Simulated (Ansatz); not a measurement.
# TaRh3: the cost of one run

All numbers are computed with the Python package of Ansatz 0.2.0. Level of theory: DFT LDA, plane waves, PAW.

**1. Starting point**

TaRh3 Pm-3m: Symmetry: Pm-3m, No. 221, cubic system. Conventional cell: a = 3.860 Å, b = 3.860 Å, c = 3.860 Å, α = 90.00°, β = 90.00°, γ = 90.00°. Around Ta (site symmetry m-3m) lie 12 Rh at 2.73 Å. Around Rh (site symmetry 4/mmm) lie 4 Ta at 2.73 Å and 8 Rh at 2.73 Å.

IrRh3 Pm-3m: It takes space group Pm-3m (No. 221, cubic). Conventional cell: a = 3.817 Å, b = 3.817 Å, c = 3.817 Å, α = 90.00°, β = 90.00°, γ = 90.00°. Ir (site symmetry m-3m) has 12 Rh at 2.70 Å as nearest neighbours. Around Rh (site symmetry 4/mmm) lie 4 Ir at 2.70 Å and 8 Rh at 2.70 Å.

PtRh3 Pm-3m: The structure is cubic, space group Pm-3m (No. 221). The conventional cell has a = 3.840 Å, b = 3.840 Å, c = 3.840 Å, α = 90.00°, β = 90.00°, γ = 90.00°. Rh (site symmetry 4/mmm) has 8 Rh at 2.72 Å and 4 Pt at 2.72 Å as nearest neighbours. Pt (site symmetry m-3m) is surrounded by 12 Rh at 2.72 Å.

No structure file is read: the coordinates are typed or built in the script.

**2. The code**

Input file trend.py:

```python
"""Trends along isostructural compounds in space group Pm-3m, after relaxing cells and atoms."""

import warnings

import ansatz as az
import matplotlib.pyplot as plt
import numpy as np

FUNCTIONAL = "lda"
CUTOFF = 460
KSPACING = 0.16
OCCUPATIONS = "fermi_dirac"
SIGMA = 0.05

PHASES = {
    "TaRh3": (
        [(3.86, 0.0, 0.0), (0.0, 3.86, 0.0), (0.0, 0.0, 3.86)],
        [
            ("Ta", (0.0, 0.0, 0.0)),
            ("Rh", (0.0, 0.5, 0.5)),
            ("Rh", (0.5, 0.0, 0.5)),
            ("Rh", (0.5, 0.5, 0.0)),
        ],
    ),
    "IrRh3": (
        [(3.81706, 0.0, 0.0), (0.0, 3.81706, 0.0), (0.0, 0.0, 3.81706)],
        [
            ("Ir", (0.0, 0.0, 0.0)),
            ("Rh", (0.0, 0.5, 0.5)),
            ("Rh", (0.5, 0.0, 0.5)),
            ("Rh", (0.5, 0.5, 0.0)),
        ],
    ),
    "PtRh3": (
        [(3.840481, 0.0, 0.0), (0.0, 3.840481, 0.0), (0.0, 0.0, 3.840481)],
        [
            ("Rh", (0.5, 0.0, 0.0)),
            ("Rh", (0.0, 0.5, 0.0)),
            ("Rh", (0.0, 0.0, 0.5)),
            ("Pt", (0.5, 0.5, 0.5)),
        ],
    ),
}


def build(vectors, sites):
    crystal = az.Crystal(lattice=az.Lattice.of(vectors))
    for symbol, position in sites:
        crystal = crystal.atom(symbol, position)
    return crystal


def solve(name, crystal, relax=True):
    calc = (
        crystal.calculation()
        .functional(FUNCTIONAL)
        .basis(CUTOFF)
        .kpoints(spacing=KSPACING)
        .occupations(OCCUPATIONS, width=SIGMA)
        .stress()
        .band_table()
    )
    if relax:
        calc = calc.relax(force_tolerance=0.01, cell=True)
    return calc.run(threads=1, pin="off")

def bulk_modulus(name, outcome, step=0.015):
    # B = -V dP/dV from the pressures of two uniformly scaled cells, atoms held at their fractions
    pressure = []
    for factor in (1 - step, 1.0, 1 + step):
        cell = az.Crystal(lattice=az.Lattice.of(outcome.lattice.cell_ang * factor ** (1 / 3)))
        for site in outcome.report["lattice"]["sites"]:
            cell = cell.atom(site["symbol"], site["position_frac"])
        pressure.append(np.trace(solve(name, cell, relax=False).report["stress_gpa"]) / 3)
    slope, bend = (pressure[0] - pressure[2]) / (2 * step), abs(pressure[0] + pressure[2] - 2 * pressure[1])
    # a jump of mesh or basis between the cells shows as a kink: no modulus then
    return float(slope) if bend < 12 * step**2 * abs(slope) + 0.15 and abs(pressure[1]) < 1.5 else float("nan")


def volume_per_atom(outcome):
    return abs(np.linalg.det(outcome.lattice.cell_ang)) / len(outcome.lattice.sites)

warnings.simplefilter("ignore", az.DeckWarning)

phases = {name: build(*cell) for name, cell in PHASES.items()}

done = {}
for name, crystal in phases.items():
    try:
        done[name] = solve(name, crystal)
    except az.NonConvergedError as error:
        print(name, "did not converge:", str(error)[:120])

rows = [(name, volume_per_atom(o), bulk_modulus(name, o)) for name, o in done.items()]
print("  compound  V (A^3/atom)     B (GPa)")
for row in rows:
    print(f"{str(row[0]):>10}  {row[1]:12.3f}  {row[2]:10.0f}")
plt.figure(figsize=(4.5, 3))
plt.bar([row[0] for row in rows], [row[2] for row in rows])
plt.ylabel("B (GPa)")
plt.tight_layout()
plt.savefig("trend.png", dpi=100)
```

**3. Running it**

The run is started by

```sh
$ python trend.py
```

**Question.** How long does this script take on 1 thread of Arm Neoverse V2, shared host, and how much memory does it need?

About 3 min, with a peak of 0.52 GiB.
